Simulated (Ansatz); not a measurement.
# Lu2Ag2O4, 8 atoms: time against threads and cards

To be measured: the time of a relaxation at r2SCAN on Lu2Ag2O4, and how the time changes with the share of the machine.

Program: Ansatz 0.2.0 (relaxation, r2SCAN, plane waves PAW). Host: AMD EPYC 7R13 (Zen 3), 96 cores, 96 hardware threads, 1656 GiB, 8 × H100 80GB HBM3, 81559 MiB; it was booked for these runs alone, one at a time. Each run is timed once from launch to exit, start-up included.

## 1. The job

The cell holds 8 atoms in 122 Å³, 2×1×1 copies of a database cell, with the atoms displaced at random so that no symmetry is left.

## 2. Baseline

input.yaml

```yaml
crystal:
  lattice:
    - [3.373604, 1.947752, 12.393262]
    - [-1.686802, 0.973876, 6.196631]
    - [0.000000, -1.947751, 6.196631]
  atoms:
    - { symbol: Lu, position: [0.252839, 0.495948, 0.492228] }
    - { symbol: Ag, position: [0.000633, 0.006162, -0.007964] }
    - { symbol: O, position: [0.446519, 0.885963, 0.889168] }
    - { symbol: O, position: [0.061784, 0.107902, 0.116622] }
    - { symbol: Lu, position: [0.753272, 0.497888, 0.497906] }
    - { symbol: Ag, position: [0.500187, 0.005655, 0.009426] }
    - { symbol: O, position: [0.943450, 0.887098, 0.880713] }
    - { symbol: O, position: [0.549804, 0.105625, 0.113415] }
kpoints:
  mp_grid: { grid: [3, 6, 6] }
hamiltonian:
  xc: r2scan
scf:
  occupations: { method: fixed }
relax:
  f_tol: 0.03
  max_steps: 45
  escape_saddle: false
```

The run is started by

```console
> ansatz run input.yaml --backend cuda --events-out ev --progress --plain --runs-dir out
```

## 3. On 1 GPU, 48 threads

input.yaml is that of step 2.

(Steps that only read results are left out.)

**Question.** How long do these runs take on this host, and what pays? Wanted: reference; fastest over GPUs; speed-up from 1 to 2 GPUs.

The runs gave:

| quantity | value |
| --- | --- |
| reference | 4.9 s on 2 GPUs, 48 threads |
| fastest over GPUs | 4.5 s on 1 |
| speed-up from 1 to 2 GPUs | 0.91 (46 % efficient) |

In words: 2 GPUs are no faster than 1: the job is too small for them. The figures hold for this build, input and host.
